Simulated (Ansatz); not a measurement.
# TaSi6: a closer look at a trial structure

This session takes a relaxed cell of TaSi6 and sets out to see whether it has a gap, which orbitals make up the states near it and how charge is shared.

Program: Ansatz 0.2.0. Level of theory: DFT PBE, scalar-relativistic, plane waves, PAW. These are calculated values, not measurements.

### 1 The starting structure

The structure is cubic, space group Fm-3m (No. 225). Conventional cell: a = 8.541 Å, b = 8.541 Å, c = 8.541 Å, α = 90.00°, β = 90.00°, γ = 90.00°. Ta (site symmetry m-3m) is surrounded by 6 Si at 2.52 Å. Around Si (site symmetry 4mm) lie 4 Si at 2.48 Å and 1 Ta at 2.52 Å.

Structure file:

```
Ta Si
1.0
     0.00000    4.27066    4.27066
     4.27066    0.00000    4.27066
     4.27066    4.27066    0.00000
Ta Si
1 6
Direct
  0.50000 0.50000 0.50000
  0.20517 0.79483 0.79483
  0.79483 0.20517 0.20517
  0.79483 0.20517 0.79483
  0.20517 0.79483 0.20517
  0.79483 0.79483 0.20517
  0.20517 0.20517 0.79483
```

The cell was relaxed beforehand at this level, starting from a generated guess, and another structure or a mixture of phases may lie lower. At a tolerance of 0.05 Å it has space group Fm-3m (No. 225); it has 22.25 Å³/atom, an uncorrected energy of +0.36 eV/atom over the elements.

### 2 Bands, states and charges

input.yaml

```yaml
crystal:
  lattice:
    - [0.0, 4.2706641989, 4.2706641989]
    - [4.2706641989, 0.0, 4.2706641989]
    - [4.2706641989, 4.2706641989, 0.0]
  atoms:
    - { symbol: Ta, position: [0.5, 0.5, 0.5] }
    - { symbol: Si, position: [0.2051723741, 0.7948276259, 0.7948276259] }
    - { symbol: Si, position: [0.7948276259, 0.2051723741, 0.2051723741] }
    - { symbol: Si, position: [0.7948276259, 0.2051723741, 0.7948276259] }
    - { symbol: Si, position: [0.2051723741, 0.7948276259, 0.2051723741] }
    - { symbol: Si, position: [0.7948276259, 0.7948276259, 0.2051723741] }
    - { symbol: Si, position: [0.2051723741, 0.2051723741, 0.7948276259] }
basis:
  ecutwfc: 420
kpoints:
  mp_grid: { grid: [8, 8, 8] }
  band_path:
    path:
      - [[0.0, 0.0, 0.0], [0.5, 0.0, 0.5], [0.625, 0.25, 0.625]]
      - [[0.375, 0.375, 0.75], [0.0, 0.0, 0.0], [0.5, 0.5, 0.5], [0.5, 0.25, 0.75], [0.5, 0.0, 0.5]]
    npoints: 14
hamiltonian:
  xc: pbe
scf:
  occupations: { method: gaussian, width: 0.1 }
  n_extra_bands: 17
output:
  forces: true
  stress: true
  eigenvalues: true
  populations: true
  dos: { projected: true, de: 0.02, nscf_kmesh: { grid: [10, 10, 10] } }
  bader: true
  write_density: true
  write_potential: true
  elf: true
  volumetric_format: npy
```

Command:

```sh
> ansatz run input.yaml --threads 1 --pin off --max-ram 2048MiB --backend cpu --events-out ev --progress --plain --runs-dir out
```

Standard output:

```text
Warning: RAYON_NUM_THREADS=1 ignored (pool sized by the plan → 1); use --threads N
scf.n_extra_bands = 17 over 19 filled bands (N_el = 37.0): the run solves 36 bands
Engine: ansatz 0.2.0, aarch64-unknown-linux-gnu
Pseudopotentials: kind: paw
Pseudopotential: Ta, paw, valence charge 13, recommended cutoff 420 eV (normal), Ta.paw.azcp
Pseudopotential: Si, paw, valence charge 4, recommended cutoff 420 eV (normal), Si.paw.azcp
Functional definition: PBE
  parameter kappa = 0.804
  parameter beta = 0.06672455060314922
  exchange = pbe_x(kappa = kappa, mu = beta*pi^2/3)
  correlation = pbe_c(beta = beta)
Crystal: 7 atoms, lattice volume = 155.782 Å³
Basis set: ecut = 420 eV, 3071 PW (Γ), exchange–correlation on 90×90×90 points (8 copies of the dense FFT grid, shifted against one another)
Bands: 36, of which v1, the nominal top of the filled ones, is band 19 counted from 1 (18 counted from 0)
Symmetry: 48 space group operations
Space group: Fm-3m (ITA 225), of the structure as read, at distance tolerance 5.4e-5 Å
k-points: 29 of 512
Non-local potential: Ta, projectors of the file, l = 0: 3, l = 1: 2, l = 2: 2, l = 3: 1
Non-local potential: Si, projectors of the file, l = 0: 2, l = 1: 2, l = 2: 2
PAW form: soft (Blöchl's): semilocal exchange-correlation on the pseudo side does not see the compensation charge
PAW one-centre angular grid: Ta, 590 points (default); XC on 64 Gauss nodes
PAW one-centre angular grid: Si, 110 points (default); XC on 64 Gauss nodes
Initial density: superposition of atomic densities (neutral atoms: chi_scale 0, normalization atom), corrected by the library's trained network
Initial wavefunctions: pseudopotential atomic-orbital guess
Functional: x = pbe(κ = 0.804, μ = 0.2195149727645171), c = pbe(β = 0.06672455060314922)
SCF iter   1: F=—  HF=-13744.604949 eV  |F-HF|=—  |Δ(HF+E_count)|=         —  Δρ=3.20e-3  dr2=3.27e-2  ethr=1.77e-3  ⟨swp⟩=6.3  Hψ=5529  notcnv=0  defer=63
preconditioner: auto → LDOS  [metal: Δε(μ)=0.059 eV  Ē_g=9.036 eV  σ=0.100 eV  W_gap=0.30  n_scr=26 (ndim 8)  ℏωp=16.0 eV  f_vac=0.014  D(μ)=2.52/eV (n_scr^D=14)  β→1.0]
SCF iter   2: F=—  HF=-13744.617121 eV  |F-HF|=—  |Δ(HF+E_count)|=   1.22e-2  Δρ=2.44e-3  dr2=3.57e-2  ethr=8.83e-5  ⟨swp⟩=2.4  Hψ=1865  notcnv=0  defer=201
SCF iter   3: F=—  HF=-13744.608440 eV  |F-HF|=—  |Δ(HF+E_count)|=   8.68e-3  Δρ=2.46e-4  dr2=1.69e-4  ethr=8.83e-5  ⟨swp⟩=2.0  Hψ=1067  notcnv=0  defer=201
SCF iter   4: F=—  HF=-13744.608515 eV  |F-HF|=—  |Δ(HF+E_count)|=   7.49e-5  Δρ=5.61e-5  dr2=5.36e-6  ethr=4.56e-7  ⟨swp⟩=2.1  Hψ=1175  notcnv=0  defer=201
SCF iter   5: F=—  HF=-13744.608572 eV  |F-HF|=—  |Δ(HF+E_count)|=   5.65e-5  Δρ=1.77e-5  dr2=1.08e-6  ethr=1.45e-8  ⟨swp⟩=2.0  Hψ=1169  notcnv=0  defer=201
SCF iter   6: F=-13744.608571 eV  HF=-13744.608572 eV  |F-HF|=5.50e-9  |Δ(HF+E_count)|=   1.92e-7  Δρ=3.16e-6  dr2=1.61e-8  ethr=2.70e-10  ⟨swp⟩=15.4  Hψ=8734  notcnv=0
SCF 1 converged in 6 iterations: F = -13744.608571 eV  dr2 = 1.61e-8
NSCF: frozen V_eff on 86 k-points
NSCF: frozen V_eff on 47 k-points
SCF converged after 6 iterations
Free energy (F): -13744.608571 eV
Harris-Foulkes:  -13744.608572 eV  (|F-HF|=5.50e-9)
Internal energy: -13744.595987 eV  (E = F + TS)
E sigma→0 (E₀):  -13744.602279 eV
Entropy (-TS):   -0.012584 eV (-1.798 meV/atom)
Fermi energy:    6.150023 eV
--- Per-component energies (eV) ---
  E_band       = -233.216359
  E_kinetic    = 602.900132
  E_local      = -1570.230839  (includes V_loc(G=0)·N_el)
  E_nonlocal   = 170.445857
  E_hartree    = 585.892426
  E_xc         = -547.638945
  E_vxc        = -481.550669  (∫ρ·V_xc dr)
  E_paw        = -11471.692379  (= ΣΔE_a)
  E_vpaw       = -126.569835  (= ΣTr[D̂ρ^β])
  E_aug_tail   = 0.000204  (compensation charges beyond the density's cutoff)
  E_ewald      = -1514.272442
  E_smearing   = -0.012584  (= −TS)
  E_closure    = -0.000000  (closes the sum)
  Σ components = -13744.608571   (vs F -13744.608571, Δ=0.00e0)
--- Forces (eV/Å), atoms counted from 1 ---
  atom   1  Ta     0.00000000    -0.00000000    -0.00000000
  atom   2  Si    -0.00321981    -0.00000000     0.00000000
  atom   3  Si     0.00321981     0.00000000    -0.00000000
  atom   4  Si     0.00000000    -0.00321981     0.00000000
  atom   5  Si    -0.00000000     0.00321981     0.00000000
  atom   6  Si     0.00000000     0.00000000    -0.00321981
  atom   7  Si     0.00000000     0.00000000     0.00321981
  max |Σ_I F_I| component: 3.19e-17 eV/Å
--- Stress (GPa, compression-positive) ---
        0.007706      -0.000000      -0.000000
       -0.000000       0.007706      -0.000000
       -0.000000       0.000000       0.007706
  P = ⅓ Tr σ = 0.0077 GPa (0.077 kbar)
--- Band table (eV; the first three rows and the last of 29) ---
  k-point 0: bands = ["-60.9341", "-27.5351", "-27.5351", "-27.5351", "-6.0167", "-1.0688", "-1.0688", "-1.0688", "0.3923", "1.4057", "1.4057", "2.7531", "2.7531", "2.7531", "4.4581", "4.4581", "4.4581", "7.6874", "7.6874", "7.6874", "8.2516", "8.2516", "8.6074", "8.9732", "9.4868", "9.4868", "9.4868", "11.4734", "11.4734", "11.4734", "14.0332", "14.0332", "14.0332", "14.7411", "14.7411", "14.7411"]
  k-point 1: bands = ["-60.9341", "-27.5351", "-27.5351", "-27.5351", "-5.9776", "-1.4046", "-1.1155", "-1.1155", "0.7400", "1.4752", "1.4752", "2.8455", "2.8652", "2.8652", "4.2566", "4.3950", "4.3950", "7.3584", "7.3584", "7.5380", "8.4012", "8.4012", "8.9701", "9.1797", "9.5452", "9.6320", "9.6320", "11.2848", "11.4818", "11.4818", "13.6530", "13.6898", "13.6898", "14.5545", "14.5867", "14.5867"]
  k-point 2: bands = ["-60.9341", "-27.5352", "-27.5351", "-27.5351", "-5.8759", "-1.9612", "-1.2178", "-1.2178", "1.3239", "1.6202", "1.6202", "3.0191", "3.2117", "3.2117", "3.9681", "4.2492", "4.2492", "6.6049", "6.6049", "7.0357", "8.8062", "8.8062", "9.7063", "9.7506", "9.8703", "9.8703", "9.8975", "11.0477", "11.6587", "11.6587", "12.9274", "12.9274", "12.9528", "14.1396", "14.2131", "14.2131"]
  k-point 28: bands = ["-60.9341", "-27.5352", "-27.5352", "-27.5352", "-5.6608", "-1.9583", "-1.7169", "-1.7169", "0.2147", "1.8754", "2.8259", "3.3711", "3.3711", "3.7467", "4.7743", "5.1681", "5.1681", "5.8546", "6.8295", "6.8295", "8.0487", "8.0611", "8.0611", "8.4340", "9.0846", "10.4633", "10.4633", "10.5179", "11.4402", "12.3760", "12.5268", "12.5268", "12.7925", "13.6486", "14.7244", "14.7244"]
--- Löwdin populations: 7 sites ---
  site symbol       q [e]
     0     Ta     12.8086
     1     Si      3.9618
     2     Si      3.9618
     3     Si      3.9618
     4     Si      3.9618
     5     Si      3.9618
     6     Si      3.9618
  spilling = 0.011374 (of n_electrons = 37.000000)
--- Bader charges: 7 sites ---
  site symbol  charge [e]  shift [e]
     0     Ta      0.8262     0.0082
     1     Si     -0.1377     0.0014
     2     Si     -0.1377     0.0014
     3     Si     -0.1377     0.0014
     4     Si     -0.1377     0.0014
     5     Si     -0.1377     0.0014
     6     Si     -0.1377     0.0014
  estimated error of the sums over rays = 1.1e-3 e
```

Wall time 76 s (1 thread of Arm Neoverse V2, shared host); peak memory 0.55 GiB.

Per atom:

| atom | Löwdin electrons | Bader charge (e) | Bader volume (Å³) |
| --- | --- | --- | --- |
| Ta1 | 12.81 | +0.83 | 18.2 |
| Si2 | 3.96 | -0.14 | 22.8 |
| Si3 | 3.96 | -0.14 | 22.8 |
| Si4 | 3.96 | -0.14 | 22.8 |
| Si5 | 3.96 | -0.14 | 22.8 |
| Si6 | 3.96 | -0.14 | 22.8 |
| Si7 | 3.96 | -0.14 | 22.8 |

The Löwdin counts miss 0.42 of the 37 electrons, which the atomic orbitals do not span, so they are no charges.

bands.tsv at the labelled points (eV, zero at the Fermi level; the bands nearest the Fermi level):

| point | band 15 | band 16 | band 17 | band 18 | band 19 | band 20 | band 21 | band 22 |
| --- | --- | --- | --- | --- | --- | --- | --- | --- |
| Γ | -1.69 | -1.69 | -1.69 | 1.54 | 1.54 | 1.54 | 2.10 | 2.10 |
| X | -1.18 | -1.18 | -0.39 | -0.27 | -0.27 | 1.27 | 1.69 | 2.06 |
| U | -1.82 | -1.57 | -0.74 | -0.33 | 0.18 | 0.79 | 1.94 | 1.94 |
| K | -1.82 | -1.57 | -0.74 | -0.33 | 0.18 | 0.79 | 1.94 | 1.94 |
| Γ | -1.69 | -1.69 | -1.69 | 1.54 | 1.54 | 1.54 | 2.10 | 2.10 |
| L | -1.93 | -1.93 | -1.36 | -0.97 | -0.97 | -0.47 | 3.66 | 3.66 |
| W | -1.38 | -0.98 | -0.98 | -0.29 | 0.68 | 0.68 | 1.90 | 1.91 |
| X | -1.18 | -1.18 | -0.39 | -0.27 | -0.27 | 1.27 | 1.69 | 2.06 |

Counts of states by energy window (eV from the Fermi level), total and by projection:

| from | to | total | Ta 5d | Si 3s | Si 3p |
| --- | --- | --- | --- | --- | --- |
| -8 | -7 | 4.14 | 0.15 | 2.54 | 1.38 |
| -7 | -6 | 0.30 | 0.01 | 0.13 | 0.11 |
| -6 | -5 | 1.52 | 0.08 | 0.60 | 0.62 |
| -5 | -4 | 2.52 | 0.37 | 1.45 | 0.63 |
| -4 | -3 | 3.33 | 0.47 | 0.39 | 2.37 |
| -3 | -2 | 5.13 | 0.86 | 0.28 | 3.84 |
| -2 | -1 | 4.75 | 0.67 | 0.44 | 3.50 |
| -1 | 0 | 3.53 | 1.68 | 0.13 | 1.62 |
| 0 | 1 | 2.06 | 1.04 | 0.06 | 0.85 |
| 1 | 2 | 1.87 | 0.69 | 0.15 | 0.88 |
| 2 | 3 | 4.84 | 0.68 | 0.96 | 2.62 |
| 3 | 4 | 5.55 | 0.80 | 0.65 | 2.99 |
| 4 | 5 | 4.22 | 0.45 | 0.55 | 1.81 |
| 5 | 6 | 4.32 | 0.19 | 0.37 | 2.20 |

A further 12 or so states lie below the table's range.

Axes a, b and c in the maps are those of the conventional cell.

Density in the ac plane at y = 0.000 (fractional), which holds Ta and Si.

Ten even steps from '0' (0.04 e/Å³) to '9' (4.39 e/Å³):
```
000000000137983000000000
000000000002320000000000
000000000000100000000000
000000000001100000000000
000000000000000000000000
110000000000000000000000
100000000000000000000000
320000000000000000000002
973100000000000000000038
895111000000000000011159
983000000000000000000137
320000000000000000000002
100000000000000000000000
100000000000000000000001
000000000000000000000000
000000000000110000000000
000000000000100000000000
000000000002320000000000
000000000038973100000000
000000011159895111000000
```
Columns run along a and rows up along c, over one cell in 24 and 20 even steps from the bottom left corner. Atoms in the plane (fractional): Ta at (0.00, 0.50), Ta at (0.50, 0.00), Si at (0.29, 0.50), Si at (0.79, 0.00), Si at (0.21, 0.00), Si at (0.71, 0.50), Si at (0.00, 0.79), Si at (0.50, 0.29), Si at (0.00, 0.21), Si at (0.50, 0.71).

ELF in the same plane.

Ten even steps from '0' (0.05) to '9' (0.87):
```
235644797357675279734653
467887896224541269878876
247875554455555445557884
536742113799999731124763
668730003786668730003786
999731124763536742113799
555445557874248875554455
542269878876467887896214
675379744653235643797257
056389652342124325698365
675279734653235644797357
541269878876467887896224
555445557884247875554455
999731124763536742113799
668730003786668730003786
536742113799999731124763
248875554455555445557874
467887896214542269878876
235643797257675379744653
124325698365056389652342
```
Columns run along a and rows up along c, over one cell in 24 and 20 even steps from the bottom left corner. Atoms in the plane (fractional): Ta at (0.00, 0.50), Ta at (0.50, 0.00), Si at (0.29, 0.50), Si at (0.79, 0.00), Si at (0.21, 0.00), Si at (0.71, 0.50), Si at (0.00, 0.79), Si at (0.50, 0.29), Si at (0.00, 0.21), Si at (0.50, 0.71).

Both are smooth PAW fields of the valence electrons: close to the nuclei they are not physical.

Maxima of ELF outside the ion cores: 0.88 on the Si–Ta line, 0.8 Å from Si; 0.88 beside Si, off the lines to its neighbours, 0.9 Å from Si; 0.78 on the Si–Si line, 1.2 Å from Si.

### 3 Variant: preconditioner local_kerker

input.yaml, as its differences from that of step 2:

```diff
@@ -17,7 +17,2 @@
   mp_grid: { grid: [8, 8, 8] }
-  band_path:
-    path:
-      - [[0.0, 0.0, 0.0], [0.5, 0.0, 0.5], [0.625, 0.25, 0.625]]
-      - [[0.375, 0.375, 0.75], [0.0, 0.0, 0.0], [0.5, 0.5, 0.5], [0.5, 0.25, 0.75], [0.5, 0.0, 0.5]]
-    npoints: 14
 hamiltonian:
@@ -26,13 +21,6 @@
   occupations: { method: gaussian, width: 0.1 }
-  n_extra_bands: 17
+  mixing: { preconditioner: local_kerker }
 output:
   forces: true
+  eigenvalues: true
   stress: true
-  eigenvalues: true
-  populations: true
-  dos: { projected: true, de: 0.02, nscf_kmesh: { grid: [10, 10, 10] } }
-  bader: true
-  write_density: true
-  write_potential: true
-  elf: true
-  volumetric_format: npy
```

Command:

```sh
> ansatz run input.yaml --threads 1 --pin off --max-ram 2048MiB --backend cpu --events-out ev --progress --plain --runs-dir out
```

Standard output, cut to the lines that bear on the results:

```text
Warning: RAYON_NUM_THREADS=1 ignored (pool sized by the plan → 1); use --threads N
[...]
[... 4 set-up lines as earlier in the session ...]
[...]
Crystal: 7 atoms, lattice volume = 155.782 Å³
Basis set: ecut = 420 eV, 3071 PW (Γ), exchange–correlation on 90×90×90 points (8 copies of the dense FFT grid, shifted against one another)
Bands: 26, of which v1, the nominal top of the filled ones, is band 19 counted from 1 (18 counted from 0)
[... 2 set-up lines as earlier in the session ...]
k-points: 29 of 512
[...]
SCF iter   1: F=—  HF=-13744.605343 eV  |F-HF|=—  |Δ(HF+E_count)|=         —  Δρ=3.17e-3  dr2=3.03e-2  ethr=1.77e-3  ⟨swp⟩=7.1  Hψ=4091  notcnv=0  defer=2
[...]
Entropy (-TS):   -0.012584 eV (-1.798 meV/atom)
Fermi energy:    6.150002 eV
[...]
--- Forces (eV/Å), atoms counted from 1 ---
  atom   1  Ta     0.00000000    -0.00000000    -0.00000000
  atom   2  Si    -0.00318792    -0.00000000    -0.00000000
  atom   3  Si     0.00318792     0.00000000     0.00000000
  atom   4  Si     0.00000000    -0.00318792    -0.00000000
  atom   5  Si    -0.00000000     0.00318792    -0.00000000
  atom   6  Si     0.00000000    -0.00000000    -0.00318792
  atom   7  Si     0.00000000     0.00000000     0.00318792
[...]
--- Stress (GPa, compression-positive) ---
        0.007554      -0.000000      -0.000000
       -0.000000       0.007554      -0.000000
       -0.000000       0.000000       0.007554
  P = ⅓ Tr σ = 0.0076 GPa (0.076 kbar)
--- Band table (eV; the first three rows and the last of 29) ---
  k-point 0: bands = ["-60.9341", "-27.5351", "-27.5351", "-27.5351", "-6.0167", "-1.0688", "-1.0688", "-1.0688", "0.3923", "1.4057", "1.4057", "2.7531", "2.7531", "2.7531", "4.4581", "4.4581", "4.4581", "7.6874", "7.6874", "7.6874", "8.2516", "8.2516", "8.6074", "8.9733", "9.4868", "9.4868"]
[...]
```

It took 5.5 s on 1 thread of Arm Neoverse V2, shared host; peak memory 0.42 GiB.

| run | ending | energy change | pressure (GPa) | gap (eV) | force (eV/Å) | cycles | time |
| --- | --- | --- | --- | --- | --- | --- | --- |
| step 2 | converged | 0 | 0.0 | 0.00 | 0.00 | 6 | 76 s (other work) |
| variant | converged | 0.0 meV/atom | 0.0 | 0.00 | 0.00 | 7 | 5.5 s |

Same state: the changed mixing leaves the energy within 0.5 meV/atom.

### 4 Outcome

| quantity | value |
| --- | --- |
| gap | none (metal) |
| states at the Fermi level | 2.75 per eV per cell |
| Bader charges | Ta +0.83, Si -0.14 e |

In words: It comes out metallic. Of the projected weight within 0.25 eV of the Fermi level, the largest part is Ta 5d (49 %) and Si 3p (47 %). Charge transfer between the atoms is moderate (Bader charges up to 0.8 e). These runs have no spin-orbit coupling; with Ta it would split and shift bands.
